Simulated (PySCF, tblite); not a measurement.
# C₆H₅SSe radical: geometry, infrared bands and EPR parameters

Wanted: the infrared bands and EPR parameters of C₆H₅SSe radical (`C=C1[Se][CH]C(=S)C1=C`), by calculation.

Programs: tblite 0.8.0 and PySCF 2.14.0, with density-fitted response routines of our own. Each step states its level of theory. These are calculated values for one molecule in the gas phase, unless marked as measured. Atoms count from 0, in the outputs and in this text.

**1. The starting structure**

13 atoms, charge 0, multiplicity 2; geometry from: force field or distance geometry start.

Bonds of the start (Å): C0–C1 1.35, C1–Se2 1.94, Se2–C3 1.99, C3–C4 1.48, C4–S5 1.66, C4–C6 1.44, C6–C7 1.35, C6–C1 1.45, C0–H8 1.10, C0–H9 1.08, C3–H10 1.10, C7–H11 1.07, C7–H12 1.08.

**2. Relaxing the molecule with GFN2-xTB**

What the job is given:

```
{"job": {"kind": "relax", "xc": "GFN2-xTB", "basis": "xTB"}, "charge": 0, "multiplicity": 2}
C      1.838200    -1.154000     0.136700
C      0.525400    -0.846200     0.129700
Se    -0.938500    -2.111800     0.269700
C     -2.282400    -0.684500    -0.078700
C     -1.492900     0.445200     0.473900
S     -2.209600     1.578800     1.448000
C     -0.117800     0.451200     0.043100
C      0.562400     1.529800    -0.391000
H      2.122500    -2.212300     0.215800
H      2.582800    -0.370500     0.066200
H     -2.306000    -0.560200    -1.172800
H      0.114900     2.496000    -0.477600
H      1.596600     1.439000    -0.680700
```

Launch:

```
$ OMP_NUM_THREADS=1 python probes_run.py task.json out
```

The driver reads the jobs from task.json and runs them one after another.

Log:

```text
step      E/eV     max force
  0    -588.89112    2.256
  1    -589.05063    1.711
  2    -589.18557    1.196
  3    -589.30474    1.424
  4    -589.41467    0.968
  5    -589.49219    0.997
  6    -589.58037    1.107
  7    -589.71136    1.605
  8    -589.87287    1.525
  9    -589.99643    1.469
 10    -590.02491    2.784
 11    -590.17193    1.191
 12    -590.23899    0.966
 13    -590.35585    0.940
 14    -590.49496    1.060
 15    -590.61313    0.988
 16    -590.67104    0.734
 17    -590.71675    0.651
 18    -590.76826    0.719
 19    -590.81383    0.516
 20    -590.85288    0.447
 21    -590.88449    0.456
 22    -590.91737    0.524
 23    -590.94008    0.362
 24    -590.95122    0.281
 25    -590.95774    0.242
 26    -590.96390    0.214
 27    -590.96851    0.166
 28    -590.97131    0.129
 29    -590.97284    0.102
 30    -590.97390    0.086
 31    -590.97489    0.092
 32    -590.97602    0.105
 33    -590.97750    0.134
 34    -590.97931    0.115
 35    -590.98125    0.126
 36    -590.98343    0.117
 37    -590.98599    0.131
 38    -590.98894    0.150
 39    -590.99193    0.146
 40    -590.99463    0.138
 41    -590.99701    0.128
 42    -590.99927    0.137
 43    -591.00156    0.117
 44    -591.00332    0.096
 45    -591.00456    0.080
 46    -591.00598    0.111
 47    -591.00816    0.141
 48    -591.01078    0.140
 49    -591.01308    0.114
 50    -591.01476    0.097
 51    -591.01622    0.115
 52    -591.01806    0.130
 53    -591.01999    0.152
 54    -591.02114    0.098
 55    -591.02207    0.070
 56    -591.02251    0.061
 57    -591.02304    0.057
 58    -591.02336    0.036
 59    -591.02369    0.036
 60    -591.02382    0.035
 61    -591.02397    0.038
 62    -591.02410    0.037
 63    -591.02423    0.032
 64    -591.02434    0.031
 65    -591.02442    0.021
 66    -591.02446    0.016
 67    -591.02448    0.016
 68    -591.02451    0.018
 69    -591.02455    0.017
 70    -591.02459    0.011
 71    -591.02461    0.007
```

Wall time 0.47 s (1 thread of Arm Neoverse V2, shared host).

Along the way: (not every step is listed)

| step | energy from step 0 (eV) | largest force (eV/Å) |
| --- | --- | --- |
| 0 | 0.0000 | 2.2562 |
| 1 | -0.1595 | 1.7111 |
| 2 | -0.2944 | 1.1958 |
| 3 | -0.4136 | 1.4242 |
| 4 | -0.5236 | 0.9677 |
| 5 | -0.6011 | 0.9966 |
| 6 | -0.6893 | 1.1066 |
| 7 | -0.8202 | 1.6054 |
| 8 | -0.9818 | 1.5248 |
| 13 | -1.4647 | 0.9395 |
| 18 | -1.8771 | 0.7189 |
| 23 | -2.0490 | 0.3621 |
| 28 | -2.0802 | 0.1294 |
| 33 | -2.0864 | 0.1344 |
| 38 | -2.0978 | 0.1499 |
| 43 | -2.1104 | 0.1170 |
| 48 | -2.1197 | 0.1403 |
| 53 | -2.1289 | 0.1525 |
| 58 | -2.1322 | 0.0364 |
| 63 | -2.1331 | 0.0323 |
| 66 | -2.1333 | 0.0158 |
| 67 | -2.1334 | 0.0164 |
| 68 | -2.1334 | 0.0180 |
| 69 | -2.1334 | 0.0168 |
| 70 | -2.1335 | 0.0114 |
| 71 | -2.1335 | 0.0075 |

Distances of close pairs at the start and the end, largest changes first:

| bond | before (Å) | after (Å) | change (Å) |
| --- | --- | --- | --- |
| Se2–C3 | 1.991 | 1.852 | -0.139 |
| C3–C4 | 1.485 | 1.370 | -0.115 |
| C4–S5 | 1.658 | 1.692 | +0.035 |
| C3–H10 | 1.101 | 1.076 | -0.025 |
| C4–C6 | 1.441 | 1.465 | +0.024 |
| C0–H8 | 1.099 | 1.077 | -0.022 |
| C0–C1 | 1.348 | 1.331 | -0.017 |
| C1–C6 | 1.451 | 1.466 | +0.016 |

The end geometry stands in the next job.

**3. Vibrational analysis with GFN2-xTB**

What the job is given:

```
{"job": {"kind": "ir", "xc": "GFN2-xTB", "basis": "xTB"}, "charge": 0, "multiplicity": 2}
C      1.845234    -1.205911    -0.037246
C      0.560031    -0.860628    -0.008630
Se    -0.843066    -2.178959     0.030840
C     -2.042766    -0.767821     0.049851
C     -1.473454     0.477627     0.031078
S     -2.412725     1.885114     0.044545
C     -0.009266     0.490676    -0.002395
C      0.706500     1.618214    -0.027134
H      2.153229    -2.237804    -0.039989
H      2.628808    -0.468054    -0.057617
H     -3.103573    -0.948368     0.075430
H      0.205693     2.571907    -0.023580
H      1.780967     1.624495    -0.052880
```

Log:

```text
mode    cm-1     km/mol
  1      50.7      0.30
  2     151.6      1.46
  3     214.6      3.07
  4     257.8      0.98
  5     300.6      0.05
  6     319.9      0.02
  7     349.3      0.94
  8     404.7      1.08
  9     437.7      1.20
 10     562.3      0.08
 11     569.9      0.07
 12     668.0      7.64
 13     703.2      0.46
 14     720.4     23.07
 15     732.4      8.15
 16     764.6      2.37
 17     866.1     22.00
 18     881.5      1.56
 19     886.9     28.20
 20     985.0      1.42
 21    1060.6     11.61
 22    1120.0     16.74
 23    1242.4      7.12
 24    1358.0     30.21
 25    1384.4     34.02
 26    1400.2     14.04
 27    1622.2      7.88
 28    1636.1     10.67
 29    3100.8      1.66
 30    3107.7      0.66
 31    3108.7      7.02
 32    3127.9      8.20
 33    3147.5     12.59
```

It took 0.41 s on 1 thread of Arm Neoverse V2, shared host.

Which atoms move in the most intense modes:

| cm⁻¹ | km/mol | atoms |
| --- | --- | --- |
| 720 | 23.1 | C3 73 %, H10 12 % |
| 866 | 22.0 | H8 40 %, H9 34 %, C0 22 % |
| 887 | 28.2 | H11 40 %, H12 34 %, C7 23 % |
| 1120 | 16.7 | H10 47 %, C1 13 % |
| 1358 | 30.2 | H12 24 %, H11 23 %, H8 16 %, H9 13 % |
| 1384 | 34.0 | C4 46 %, C3 33 % |
| 1400 | 14.0 | H8 25 %, H9 21 %, H11 20 %, H12 19 % |
| 3148 | 12.6 | H12 72 %, H11 18 % |

**4. g tensor and hyperfine couplings: B3LYP/def2-TZVP-core+pcH-1**

The job, as its differences from that of step 3:

```diff
@@ -1,2 +1,2 @@
-{"job": {"kind": "ir", "xc": "GFN2-xTB", "basis": "xTB"}, "charge": 0, "multiplicity": 2}
+{"job": {"kind": "epr", "basis": "pcH-1"}, "charge": 0, "multiplicity": 2}
 C      1.845234    -1.205911    -0.037246
```

With the program's defaults for keys left out, this is: UKS B3LYP, def2-TZVP-core on Se, pcH-1 on C H S, non-relativistic, mean-field spin-orbit, GIAO.

Log:

```text
UKS, coarse grid
  cycle   1  E = -3031.25531008  |g| = 1.51e+00
  cycle   2  E = -3029.93241826  |g| = 1.52e+00
  cycle   3  E = -3030.35185269  |g| = 1.19e+00
  cycle   4  E = -3031.35879110  |g| = 2.05e-01
  cycle   5  E = -3031.34284741  |g| = 2.82e-01
  cycle   6  E = -3031.38605842  |g| = 3.33e-02
  cycle   7  E = -3031.38656958  |g| = 2.58e-02
  cycle   8  E = -3031.38691996  |g| = 1.12e-02
  cycle   9  E = -3031.38701953  |g| = 5.89e-03
  cycle  10  E = -3031.38704965  |g| = 2.96e-03
  cycle  11  E = -3031.38706037  |g| = 1.46e-03
  cycle  12  E = -3031.38706007  |g| = 6.93e-04
UKS, final grid
  cycle   1  E = -3031.38706366  |g| = 6.66e-04
  cycle   2  E = -3031.38706383  |g| = 1.03e-03
  cycle   3  E = -3031.38706448  |g| = 2.77e-04
  cycle   4  E = -3031.38706471  |g| = 2.49e-04
  cycle   5  E = -3031.38706503  |g| = 1.27e-04
  cycle   6  E = -3031.38706506  |g| = 6.73e-05
  cycle   7  E = -3031.38706507  |g| = 3.14e-05
  cycle   8  E = -3031.38706507  |g| = 1.61e-05
E = -3031.38706507 Eh   <S^2> = 0.7660 (exact 0.7500)
g shifts (ppm)      1          2          3
  rmc          -216       -216       -216
  gc            -15         46         50
  oz_so        -210      19802      89664
  total        -442      19656      89522
hyperfine (MHz)  atom isotope    a_iso     a_fc   dipolar eigenvalues
    0   13C       2.93       3.02     -3.25     -2.87      6.12
    1   13C      -5.19      -5.30     -2.49      0.62      1.87
    2  77Se      -0.53       9.50   -102.77    -84.69    187.46
    3   13C      32.89      31.54    -30.80    -29.29     60.10
    4   13C     -22.25     -22.69     -6.77      1.90      4.86
    5   33S      16.49      11.81    -52.25    -51.93    104.19
    6   13C       1.00       1.04     -0.84     -0.27      1.12
    7   13C      -2.42      -2.37     -2.55      0.88      1.68
    8    1H      -2.65      -2.65     -0.82     -0.65      1.48
    9    1H      -3.06      -3.05     -1.46     -0.58      2.04
   10    1H     -23.40     -23.65    -11.66     -2.62     14.29
   11    1H       0.64       0.75     -2.34     -1.39      3.73
   12    1H       0.90       0.92     -0.77      0.13      0.64
```

Wall time 3.7 min (1 thread of Arm Neoverse V2, shared host); peak memory 1.4 GiB.

Principal g values 2.00188, 2.02198, 2.09184; g(iso) = 2.03856, against 2.00232 for a free electron.

Hyperfine couplings, nucleus by nucleus at this fixed geometry (no averaging over rotations):

| nuclei | isotope | a(iso) (MHz) | a(iso) (G, at g = 2.0023) | largest dipolar term (MHz) |
| --- | --- | --- | --- | --- |
| C3 | 13C | 32.9 | 11.7 | 60.1 |
| H10 | 1H | -23.4 | -8.4 | 14.3 |
| C4 | 13C | -22.2 | -7.9 | -6.8 |
| S5 | 33S | 16.5 | 5.9 | 104.2 |
| C1 | 13C | -5.2 | -1.9 | -2.5 |
| H9 | 1H | -3.1 | -1.1 | 2.0 |
| C0 | 13C | 2.9 | 1.0 | 6.1 |
| H8 | 1H | -2.6 | -0.9 | 1.5 |
| C7 | 13C | -2.4 | -0.9 | -2.6 |
| C6 | 13C | 1.0 | 0.4 | 1.1 |
| H12 | 1H | 0.9 | 0.3 | -0.8 |
| H11 | 1H | 0.6 | 0.2 | 3.7 |
| Se2 | 77Se | -0.5 | -0.2 | 187.5 |

Mulliken spin populations:

C0 0.04; C1 -0.02; Se2 0.17; C3 0.35; C4 -0.10; S5 0.58; C6 0.01; C7 -0.01; H8 0.00; H9 0.00; H10 -0.02; H11 0.00; H12 0.00

In first order the couplings over 0.8 MHz of 1H give 16 distinct lines over 10.7 G.

The fields below are evaluated on a grid from the run's orbitals.

ELF in a plane through or near 13 of the atoms.

Ten even steps from '0' (0.00) to '9' (1.00):
```
0000000000000000000000000000
0000000000000000000000000000
0000000000000000000000000000
0000000000000488200121000000
0000000058733899701675310000
0000000299996899604998741000
0000000199993378217977764100
0000011006873373025375287410
0000599950016425658713898530
0000799993137338762757887520
0000389975646965523511244200
0000025562833540475542100000
0000389995558854735599950000
0000699993025254576899981000
0000399970034447243389950000
0000013300047423631001100000
0000000000037888620000000000
0000000000013554200000000000
0000000000000111000000000000
0000000000000000000000000000
```
The map spans 10.8 Å across and 10.3 Å up, centred on the molecule. Atoms in the plane (x, y in Å): C0 (-2.1, -0.7), C1 (-0.7, -0.7), Se2 (0.3, -2.3), C3 (1.8, -1.2), C4 (1.5, 0.1), S5 (2.8, 1.3), C6 (0.1, 0.5), C7 (-0.3, 1.7), H8 (-2.6, -1.7), H9 (-2.7, 0.2), H10 (2.8, -1.7), H11 (0.4, 2.5), H12 (-1.3, 2.0).

log10 of the density (e/Å³) in the same plane.

Ten even steps from '0' (-4.0) to '9' (2.1):
```
0000000000000000000000000000
0000000000000000000000000000
0000000000111222111111000000
0000000012233344322222211000
0000001234445555443444332100
0000011345666676544555543220
0000012346777876555666654321
0001223345567766556698664331
0001344554456776666677654331
0012356765556787788665554321
0012356676667666677655443220
0012355697779665677655432110
0012356766666666678766542100
0002345655456788666666532100
0001244544456899655554432000
0000122333345666654333211000
0000001112334555443211100000
0000000001223343322100000000
0000000000112222211000000000
0000000000111111100000000000
```
The map spans 10.8 Å across and 10.3 Å up, centred on the molecule. Atoms in the plane (x, y in Å): C0 (-2.1, -0.7), C1 (-0.7, -0.7), Se2 (0.3, -2.3), C3 (1.8, -1.2), C4 (1.5, 0.1), S5 (2.8, 1.3), C6 (0.1, 0.5), C7 (-0.3, 1.7), H8 (-2.6, -1.7), H9 (-2.7, 0.2), H10 (2.8, -1.7), H11 (0.4, 2.5), H12 (-1.3, 2.0).

On the surface of density 0.002 e/bohr³ the electrostatic potential runs, from the 1st to the 99th percentile, from -1.07 V near S5 to 1.38 V near H10.

The spin density lies nearest to S5 46 %; C3 22 %; Se2 17 %.

**5. What came out**

```
                                 quantity                 value
strongest single infrared mode (GFN2-xTB)  1384 cm⁻¹, 34 km/mol
             zero-point energy (GFN2-xTB)         53.2 kcal/mol
                           g(iso) (B3LYP)               2.03856
                                     ⟨S²⟩    0.766 (exact 0.75)
                           largest a(iso)   13C on C3, 32.9 MHz
    surface potential, 1st and 99th percentile    -1.07 V and 1.38 V
```

What this shows: The optimisation took 71 steps and gained 2.133 eV; among the close pairs (by a distance rule), Se2–C3 changed most, from 1.991 to 1.852 Å. No mode is imaginary among the 33: a minimum at this level. The strongest single mode, at 1384 cm⁻¹, moves mainly C4 and C3. Unscaled tight-binding wavenumbers are off by several per cent, some by more. Its intensities can rank the bands wrongly. S5 carries the largest spin population, 0.58 e. The isotropic g lies 36.2 ppt above the free-electron value. The hyperfine terms hold no scalar relativity, which the heavier nuclei need.
